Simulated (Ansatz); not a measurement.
# ZnAg: how well frozen cores do

Aim: solve ZnAg at one geometry with all-electron LAPW, PAW on the default files and all-electron PAW on datasets made for the crystal, and see where they agree.

Program: Ansatz 0.2.0. Level of theory: DFT LDA, scalar-relativistic. These are calculated values, not measurements.

## 1. The starting structure

Symmetry: Pm-3m, No. 221, cubic system. The conventional cell has a = 3.156 Å, b = 3.156 Å, c = 3.156 Å, α = 90.00°, β = 90.00°, γ = 90.00°. Around Zn (site symmetry m-3m) lie 8 Ag at 2.73 Å. Ag (site symmetry m-3m) is surrounded by 8 Zn at 2.73 Å.

Structure file:

```xyz
2
Lattice="3.1560 0.0000 0.0000 0.0000 3.1560 0.0000 0.0000 0.0000 3.1560" Properties=species:S:1:pos:R:3 pbc="T T T"
Zn    1.5780    1.5780    1.5780
Ag    0.0000    0.0000    0.0000
```

The cell comes from a crystallographic database entry that wasn't checked; take it as a given geometry, which may be far from equilibrium.

Atoms are numbered in the order of the input: Zn1, Ag2.

## 2. All-electron LAPW

input.yaml

```yaml
crystal:
  lattice:
    - [3.156, 0.0, 0.0]
    - [0.0, 3.156, 0.0]
    - [0.0, 0.0, 3.156]
  atoms:
    - { symbol: Zn, position: [0.5, 0.5, 0.5] }
    - { symbol: Ag, position: [0.0, 0.0, 0.0] }
kpoints:
  mp_grid: { grid: [12, 12, 12] }
  band_path:
    path:
      - [0.0, 0.0, 0.0]
      - [0.0, 0.5, 0.0]
      - [0.5, 0.5, 0.0]
      - [0.0, 0.0, 0.0]
      - [0.5, 0.5, 0.5]
      - [0.0, 0.5, 0.0]
      - [0.5, 0.5, 0.5]
      - [0.5, 0.5, 0.0]
    npoints: 14
scf:
  occupations: { method: fermi_dirac, width: 0.03 }
hamiltonian:
  xc: lda
  pseudopotentials: { kind: all_electron, lapw: { basis_error: 0.00025 } }
output:
  forces: true
  stress: true
  eigenvalues: true
  populations: true
  dos: { projected: true, de: 0.2, e_range: [-14, 8] }
```

The run is started by

```sh
$ ansatz run input.yaml --threads 1 --pin off --max-ram 3072MiB --backend cpu --events-out ev --progress --plain --runs-dir out
```

Output, shortened:

```text
Zn: projections on atomic orbitals take those of the free atom 1s2 2s2 2p6 3s2 3p6 3d10 4s2, of charge +0.00 (hamiltonian.pseudopotentials.projection_atoms)
Ag: projections on atomic orbitals take those of the free atom 1s2 2s2 2p6 3s2 3p6 3d10 4s2 4p6 4d10 5s1, of charge +0.00 (hamiltonian.pseudopotentials.projection_atoms)
LAPW: plane waves up to 8.901 Å⁻¹, error target 2.5e-4 eV per atom; small_component_spin mean_spin; Zn in spheres of 1.344 Å, 20 of its electrons in bands, Dirac shells []; Ag in spheres of 1.389 Å, 29 of its electrons in bands, Dirac shells []
[...]
Pseudopotentials: kind: all_electron
Pseudopotential: Zn, LAPW, valence charge 20, Koelling and Harmon's equation, gaussian nucleus
Pseudopotential: Ag, LAPW, valence charge 29, Koelling and Harmon's equation, gaussian nucleus
Functional definition: SPW92
[...]
Crystal: 2 atoms, lattice volume = 31.435 Å³
Basis set: ecut = 301.8863286263597 eV, 365 PW (Γ), exchange–correlation at level 2
Bands: 30, of which v1, the nominal top of the filled ones, is band 25 counted from 1 (24 counted from 0)
Symmetry: 48 space group operations
Space group: Pm-3m (ITA 221), of the structure as read, at distance tolerance 3.2e-5 Å
k-points: 84 of 1728
[...]
SCF iter   1: F=—  HF=-193324.993672 eV  |F-HF|=—  |Δ(HF+E_count)|=         —  Δρ=2.53e-2  dr2=1.45e-1  ethr=2.94e-4  ⟨swp⟩=2.9  Hψ=16235  notcnv=0
[...]
the basis was enlarged: its passes take 339.4 KiB over the memory plan, 1 of 1 planned eigensolver slots
[...]
SCF iter   9: F=-193324.480699 eV  HF=-193324.480699 eV  |F-HF|=3.23e-9  |Δ(HF+E_count)|=   3.84e-8  Δρ=3.36e-6  dr2=2.69e-9  ethr=1.94e-10  ⟨swp⟩=2.0  Hψ=7146  notcnv=0
[...]
NSCF: frozen V_eff on 99 k-points
SCF converged after 9 iterations
Free energy (F): -193324.480699 eV
[...]
E sigma→0 (E₀):  -193324.480089 eV
Entropy (-TS):   -0.001221 eV (-0.610 meV/atom)
Fermi energy:    16.752715 eV
[...]
--- Forces (eV/Å), atoms counted from 1 ---
  atom   1  Zn    -0.00000000     0.00000000    -0.00000000
  atom   2  Ag    -0.00000000     0.00000000    -0.00000000
[...]
--- Stress (GPa, compression-positive) ---
       -8.065196      -0.000000       0.000000
       -0.000000      -8.065196       0.000000
        0.000000       0.000000      -8.065196
  P = ⅓ Tr σ = -8.0652 GPa (-80.652 kbar)
--- Band table (eV; the first three rows and the last of 84) ---
[...]
--- Löwdin populations: 2 sites ---
  site symbol       q [e]
     0     Zn     29.2565
     1     Ag     47.1012
  spilling = 0.008341 (of n_electrons = 77.000000)
```

Run time: 23 s. Hardware: 1 thread of Intel Xeon 6975P-C (Granite Rapids), shared host; peak memory 0.53 GiB.

In short: pressure -8.07 GPa; no gap.

At the corners of the path (eV, zero at the Fermi level):

```tsv
point	band 21	band 22	band 23	band 24	band 25	band 26	band 27
Γ	-5.39	-4.24	-4.24	-4.24	5.30	5.30	5.30
X	-5.18	-5.05	-5.05	-4.37	-2.57	10.44	10.44
M	-4.44	-4.44	-3.87	-1.57	-1.57	1.41	2.19
Γ	-5.39	-4.24	-4.24	-4.24	5.30	5.30	5.30
R	-6.14	-3.84	-3.84	1.55	4.13	4.13	4.13
X	-5.18	-5.05	-5.05	-4.37	-2.57	10.44	10.44
R	-6.14	-3.84	-3.84	1.55	4.13	4.13	4.13
M	-4.44	-4.44	-3.87	-1.57	-1.57	1.41	2.19
```

States per cell, counted by energy window (eV from the Fermi level, on a grid of 0.20 eV):

```tsv
from	to	total	Zn 3d	Ag 4d	Zn 4s	Ag 5s
-10	-9	0.02	0.00	0.00	0.01	0.01
-9	-8	0.22	0.02	0.00	0.09	0.11
-8	-7	9.81	8.72	0.64	0.23	0.19
-7	-6	1.85	0.69	0.66	0.32	0.16
-6	-5	3.42	0.27	2.91	0.07	0.12
-5	-4	5.19	0.23	4.77	0.08	0.07
-4	-3	0.77	0.02	0.53	0.12	0.08
-3	-2	0.40	0.01	0.12	0.10	0.11
-2	-1	0.64	0.01	0.12	0.11	0.22
-1	0	0.59	0.01	0.07	0.11	0.15
0	1	0.48	0.00	0.04	0.10	0.10
1	2	0.41	0.00	0.02	0.11	0.07
2	3	0.69	0.00	0.04	0.21	0.14
3	4	0.76	0.00	0.02	0.14	0.16
4	5	0.75	0.00	0.01	0.07	0.09
```

## 3. PAW on the default files

Edit input.yaml of step 2 so:

```diff
@@ -25,3 +25,3 @@
   xc: lda
-  pseudopotentials: { kind: all_electron, lapw: { basis_error: 0.00025 } }
+  pseudopotentials: { kind: paw }
 output:
@@ -30,3 +30,9 @@
   eigenvalues: true
+  efg: { contact_densities: true }
   populations: true
+  bader: true
   dos: { projected: true, de: 0.2, e_range: [-14, 8] }
+  write_density: true
+  write_potential: true
+  elf: true
+  volumetric_format: npy
```

The run is started by

```sh
$ ansatz run input.yaml --threads 1 --pin off --max-ram 3072MiB --backend cpu --events-out ev --progress --plain --runs-dir out
```

Output:

```text
Ag: output.efg is read without spin–orbit coupling, which moves field gradients at and beside such atoms by some per cent and up to a factor of two; PAW files take it under magnetization.noncollinear and magnetization.spin_orbit
Engine: ansatz 0.2.0
Pseudopotentials: kind: paw
Pseudopotential: Zn, paw, valence charge 12, recommended cutoff 420 eV (normal)
Pseudopotential: Ag, paw, valence charge 19, recommended cutoff 420 eV (normal)
[... 1 set-up line as earlier in the session ...]
  exchange = slater_x
  correlation = pw_c
Crystal: 2 atoms, lattice volume = 31.435 Å³
Basis set: ecut = 420 eV, 619 PW (Γ)
Bands: 20, of which v1, the nominal top of the filled ones, is band 16 counted from 1 (15 counted from 0)
[... 2 set-up lines as earlier in the session ...]
k-points: 84 of 1728
Non-local potential: Zn, projectors of the file, l = 0: 2, l = 1: 2, l = 2: 3, l = 3: 1
Non-local potential: Ag, projectors of the file, l = 0: 3, l = 1: 2, l = 2: 2, l = 3: 1
PAW form: soft (Blöchl's): semilocal exchange-correlation on the pseudo side does not see the compensation charge
PAW frozen core: Zn, regenerated for the run's functional, and the local potential with it (the file was generated under x = pbe(κ = 0.804, μ = 0.2195149727645171), c = pbe(β = 0.06672455060314922))
PAW frozen core: Ag, regenerated for the run's functional, and the local potential with it (the file was generated under x = pbe(κ = 0.804, μ = 0.2195149727645171), c = pbe(β = 0.06672455060314922))
PAW one-centre angular grid: Zn, 590 points (default); XC on 64 Gauss nodes
PAW one-centre angular grid: Ag, 590 points (default); XC on 64 Gauss nodes
Initial density: superposition of atomic densities (neutral atoms: chi_scale 0, normalization atom), corrected by the library's trained network
Initial wavefunctions: pseudopotential atomic-orbital guess
Functional: x = slater, c = lda
SCF iter   1: F=—  HF=-10704.490864 eV  |F-HF|=—  |Δ(HF+E_count)|=         —  Δρ=1.09e-2  dr2=2.95e-2  ethr=1.77e-3  ⟨swp⟩=5.8  Hψ=7179  notcnv=0
preconditioner: auto → none  [metal: Δε(μ)=0.022 eV  Ē_g=12.689 eV  σ=0.030 eV  W_gap=0.18  n_scr=6 (ndim 8)  ℏωp=31.8 eV  f_vac=0.000  D(μ)=0.41/eV (n_scr^D=0)  sad-step TF]
SCF iter   2: F=—  HF=-10704.484012 eV  |F-HF|=—  |Δ(HF+E_count)|=   6.85e-3  Δρ=3.37e-3  dr2=1.96e-3  ethr=9.52e-5  ⟨swp⟩=2.5  Hψ=3544  notcnv=0  defer=35
SCF iter   3: F=—  HF=-10704.483682 eV  |F-HF|=—  |Δ(HF+E_count)|=   3.29e-4  Δρ=2.17e-3  dr2=6.03e-4  ethr=6.32e-6  ⟨swp⟩=2.0  Hψ=2869  notcnv=0  defer=35
SCF iter   4: F=—  HF=-10704.483622 eV  |F-HF|=—  |Δ(HF+E_count)|=   6.07e-5  Δρ=8.12e-4  dr2=1.62e-4  ethr=1.94e-6  ⟨swp⟩=2.0  Hψ=2877  notcnv=0  defer=35
SCF iter   5: F=—  HF=-10704.483562 eV  |F-HF|=—  |Δ(HF+E_count)|=   6.03e-5  Δρ=1.15e-4  dr2=1.65e-6  ethr=5.24e-7  ⟨swp⟩=2.0  Hψ=2569  notcnv=0  defer=35
SCF iter   6: F=—  HF=-10704.483556 eV  |F-HF|=—  |Δ(HF+E_count)|=   5.86e-6  Δρ=9.92e-6  dr2=3.08e-8  ethr=3.23e-10  ⟨swp⟩=7.1  Hψ=11055  notcnv=0
SCF iter   7: F=-10704.483556 eV  HF=-10704.483556 eV  |F-HF|=3.57e-10  |Δ(HF+E_count)|=   5.87e-9  Δρ=1.11e-6  dr2=2.86e-10  ethr=9.94e-11  ⟨swp⟩=4.7  Hψ=8890  notcnv=0
SCF 1 converged in 7 iterations: F = -10704.483556 eV  dr2 = 2.86e-10
NSCF: frozen V_eff on 99 k-points
SCF converged after 7 iterations
Free energy (F): -10704.483556 eV
Harris-Foulkes:  -10704.483556 eV  (|F-HF|=3.57e-10)
Internal energy: -10704.482335 eV  (E = F + TS)
E sigma→0 (E₀):  -10704.482945 eV
Entropy (-TS):   -0.001221 eV (-0.611 meV/atom)
Fermi energy:    14.592715 eV
--- Per-component energies (eV) ---
  E_band       = -203.688247
  E_kinetic    = 658.559786
  E_local      = -3771.253999  (includes V_loc(G=0)·N_el)
  E_nonlocal   = 700.465809
  E_hartree    = 1652.540304
  E_xc         = -319.741989
  E_vxc        = -288.825849  (∫ρ·V_xc dr)
  E_paw        = -5524.352136  (= ΣΔE_a)
  E_vpaw       = -807.713328  (= ΣTr[D̂ρ^β])
  E_aug_tail   = -0.000118  (compensation charges beyond the density's cutoff)
  E_ewald      = -4102.981941
  E_core_change = 2.281949  (= ΣΔE_core)
  E_smearing   = -0.001221  (= −TS)
  E_closure    = 0.000000  (closes the sum)
  Σ components = -10704.483556   (vs F -10704.483556, Δ=0.00e0)
--- Forces (eV/Å), atoms counted from 1 ---
  atom   1  Zn     0.00000000    -0.00000000    -0.00000000
  atom   2  Ag     0.00000000    -0.00000000     0.00000000
  max |Σ_I F_I| component: 5.19e-29 eV/Å
--- Stress (GPa, compression-positive) ---
       -8.071096       0.000000       0.000000
        0.000000      -8.071096       0.000000
        0.000000       0.000000      -8.071096
  P = ⅓ Tr σ = -8.0711 GPa (-80.711 kbar)
--- PAW observables at the nuclei: V_zz in 10²¹ V/m², potentials from the cell's mean, atoms counted from 1 ---
  atom   1  Zn V_zz =    +0.000000   η = 0.0000   by run symmetry: forbidden
            electrostatic potential = -3949.739454 V   contact ρ = 165749.146414 e/Å³
  atom   2  Ag V_zz =    +0.000000   η = 0.0000   by run symmetry: forbidden
            electrostatic potential = -7480.612850 V   contact ρ = 944559.361163 e/Å³
--- Band table (eV; the first three rows and the last of 84) ---
  k-point 0: bands = ["-77.7985", "-41.3199", "-41.3199", "-41.3199", "5.1368", "6.6968", "6.6968", "7.2730", "7.2730", "7.2730", "9.1997", "9.1997", "10.3538", "10.3538", "10.3538", "19.8944", "19.8944", "19.8944", "24.7099", "25.7960"]
  k-point 1: bands = ["-77.7984", "-41.3219", "-41.3198", "-41.3198", "5.2516", "6.7177", "6.7272", "7.2708", "7.2708", "7.2817", "9.1846", "9.2269", "10.2928", "10.2928", "10.3452", "18.9792", "20.0881", "20.0881", "25.0245", "25.7867"]
  k-point 2: bands = ["-77.7981", "-41.3275", "-41.3193", "-41.3193", "5.5887", "6.7764", "6.8122", "7.2654", "7.2654", "7.3057", "9.1416", "9.3024", "10.1320", "10.1320", "10.3214", "17.2243", "20.6467", "20.6467", "25.2234", "25.7593"]
  k-point 83: bands = ["-77.7941", "-41.3447", "-41.3447", "-41.3447", "7.0025", "7.0025", "7.0025", "7.5783", "7.5783", "8.4564", "8.4564", "8.4564", "10.7544", "10.7544", "16.1495", "18.7288", "18.7288", "18.7288", "19.3856", "19.3856"]
--- Löwdin populations: 2 sites ---
  site symbol       q [e]
     0     Zn     11.2476
     1     Ag     19.1049
  spilling = 0.020889 (of n_electrons = 31.000000)
--- Bader charges: 2 sites ---
  site symbol  charge [e]  shift [e]
     0     Zn      0.2980     0.0019
     1     Ag     -0.2980     0.0019
  estimated error of the sums over rays = 2.6e-4 e
```

Wall time 15 s (1 thread of Intel Xeon 6975P-C (Granite Rapids), shared host); peak memory 0.42 GiB.

Read from it: pressure -8.07 GPa; no gap.

```tsv
atom	Bader charge (e)	basin volume (Å³)
Zn1	+0.30	13.32
Ag2	-0.30	18.12
```

Density in a lattice plane of the grid's cell (edges 3.16 and 3.16 Å, at 0.000 of the third edge), which holds Ag.

Ten even steps from ' ' (0.11 e/Å³) to '@' (21.16 e/Å³):
```
%%%%**++--..                          ..--++**%%
****++--::..                          ..::--++**
====--::..                              ..::--==
::::....                                  ....::
                                                
                                                
                                                
                                                
                                                
                                                
                                                
                                                
                                                
                                                
                                                
::::....                                  ....::
====--::..                              ..::--==
****++--::..                          ..::--++**
%%%%**++--..                          ..--++**%%
@@@@##++--::                          ::--++##@@
```
Columns run along the first of these edges and rows up along the second, over one cell in 24 and 20 even steps from the bottom left corner. Atoms in the plane (fractional): Ag at (0.00, 0.00).

ELF in the same plane.

Values, 12 rows by 12 columns:
```
0.77 0.70 0.56 0.39 0.23 0.18 0.19 0.18 0.23 0.39 0.56 0.70
0.61 0.56 0.45 0.30 0.20 0.20 0.21 0.20 0.20 0.30 0.45 0.56
0.43 0.39 0.30 0.21 0.20 0.22 0.24 0.22 0.20 0.21 0.30 0.39
0.25 0.23 0.20 0.20 0.23 0.24 0.26 0.24 0.23 0.20 0.20 0.23
0.18 0.18 0.20 0.22 0.24 0.25 0.26 0.25 0.24 0.22 0.20 0.18
0.18 0.19 0.21 0.24 0.26 0.26 0.25 0.26 0.26 0.24 0.21 0.19
0.18 0.18 0.20 0.22 0.24 0.25 0.26 0.25 0.24 0.22 0.20 0.18
0.25 0.23 0.20 0.20 0.23 0.24 0.26 0.24 0.23 0.20 0.20 0.23
0.43 0.39 0.30 0.21 0.20 0.22 0.24 0.22 0.20 0.21 0.30 0.39
0.61 0.56 0.45 0.30 0.20 0.20 0.21 0.20 0.20 0.30 0.45 0.56
0.77 0.70 0.56 0.39 0.23 0.18 0.19 0.18 0.23 0.39 0.56 0.70
0.87 0.77 0.61 0.43 0.25 0.18 0.18 0.18 0.25 0.43 0.61 0.77
```
Columns run along the first of these edges and rows up along the second, over one cell in 12 and 12 even steps from the bottom left corner. Atoms in the plane (fractional): Ag at (0.00, 0.00).

Both are smooth fields of the valence electrons: close to the nuclei they are not physical.

## 4. All-electron PAW on datasets made for the crystal

Edit input.yaml of step 3 so:

```diff
@@ -20,3 +20,3 @@
       - [0.5, 0.5, 0.0]
-    npoints: 14
+    npoints: 8
 scf:
@@ -25,3 +25,3 @@
   xc: lda
-  pseudopotentials: { kind: paw }
+  pseudopotentials: { kind: all_electron, datasets: crystal }
 output:
@@ -31,8 +31 @@
   efg: { contact_densities: true }
-  populations: true
-  bader: true
-  dos: { projected: true, de: 0.2, e_range: [-14, 8] }
-  write_density: true
-  write_potential: true
-  elf: true
-  volumetric_format: npy
```

The run is started by

```sh
$ ansatz run input.yaml --threads 1 --pin off --max-ram 3072MiB --backend cpu --events-out ev --progress --plain --runs-dir out
```

Output, shortened:

```text
[...]
Ag: output.efg is read without spin–orbit coupling, which moves field gradients at and beside such atoms by some per cent and up to a factor of two; PAW files take it under magnetization.noncollinear and magnetization.spin_orbit
[...]
[... 1 set-up line as earlier in the session ...]
Pseudopotential: Zn, paw, valence charge 20, recommended cutoff 260 eV (normal), Koelling and Harmon's equation, gaussian nucleus
Pseudopotential: Ag, paw, valence charge 19, recommended cutoff 260 eV (normal), Koelling and Harmon's equation, gaussian nucleus
[... 1 set-up line as earlier in the session ...]
[...]
Crystal: 2 atoms, lattice volume = 31.435 Å³
Basis set: ecut = 260 eV, 305 PW (Γ)
Bands: 16, of which v1, the nominal top of the filled ones, is band 12 counted from 1 (11 counted from 0)
[... 2 set-up lines as earlier in the session ...]
[...]
  atom   1  Zn     0.00000000    -0.00000000    -0.00000000
  atom   2  Ag    -0.00000000     0.00000000     0.00000000
[...]
--- Stress (GPa, compression-positive) ---
       -8.066183      -0.000000       0.000000
       -0.000000      -8.066183       0.000000
        0.000000       0.000000      -8.066183
  P = ⅓ Tr σ = -8.0662 GPa (-80.662 kbar)
  It holds what live shells' own plane waves past their cutoff add
--- PAW observables at the nuclei: V_zz in 10²¹ V/m², potentials from the cell's mean, atoms counted from 1 ---
  atom   1  Zn V_zz =    +0.000000   η = 0.0000   by run symmetry: forbidden
            electrostatic potential = -3946.348049 V   contact ρ = 165817.776755 e/Å³
  atom   2  Ag V_zz =    -0.000000   η = 0.0000   by run symmetry: forbidden
            electrostatic potential = -7476.517275 V   contact ρ = 944540.613043 e/Å³
--- Band table (eV; the first three rows and the last of 84) ---
  k-point 0: bands = ["7.2957", "8.8624", "8.8624", "9.4411", "9.4411", "9.4411", "11.3595", "11.3595", "12.5144", "12.5144", "12.5144", "22.0507", "22.0507", "22.0507"]
[...]
```

Wall time 14 s (1 thread of Intel Xeon 6975P-C (Granite Rapids), shared host); peak memory 0.57 GiB.

This run gives: pressure -8.07 GPa; no gap.

```tsv
atom	contact density (e/Å³)
Zn1	165817.8
Ag2	944540.6
```

## 5. Comparison

| method | pressure (GPa) | SCF cycles, all passes |
| --- | --- | --- |
| LAPW | -8.07 | 9 |
| PAW | -8.07 | 7 |
| crystal datasets | -8.07 | 9 |

## 6. Summary of results

```
           quantity                                              value
           pressure  LAPW -8.07, PAW -8.07, crystal datasets -8.07 GPa
         gap (LAPW)                                               none
Bader charges (PAW)                             Zn1 +0.30, Ag2 -0.30 e
```

**Reading.** At this geometry the cell is under tension of 8.1 GPa, so it would shrink if let go. With 49 electrons in the bands of a cell, and no spin, a band must be partly filled: it is a metal at this level. Ag 5s carries the largest share, 43 %, of the projected states within 0.3 eV of the Fermi level. The projection holds only the free atom's occupied shells (Zn 4s, Zn 3d, Ag 5s, Ag 4d in this range). The rest lies in shells not listed and outside the spheres or projectors. PAW lies less than 0.01 GPa from LAPW in pressure. The price, with the outputs that each input asks for: 23 s for LAPW against 15 s for PAW, about 1.5 to one.
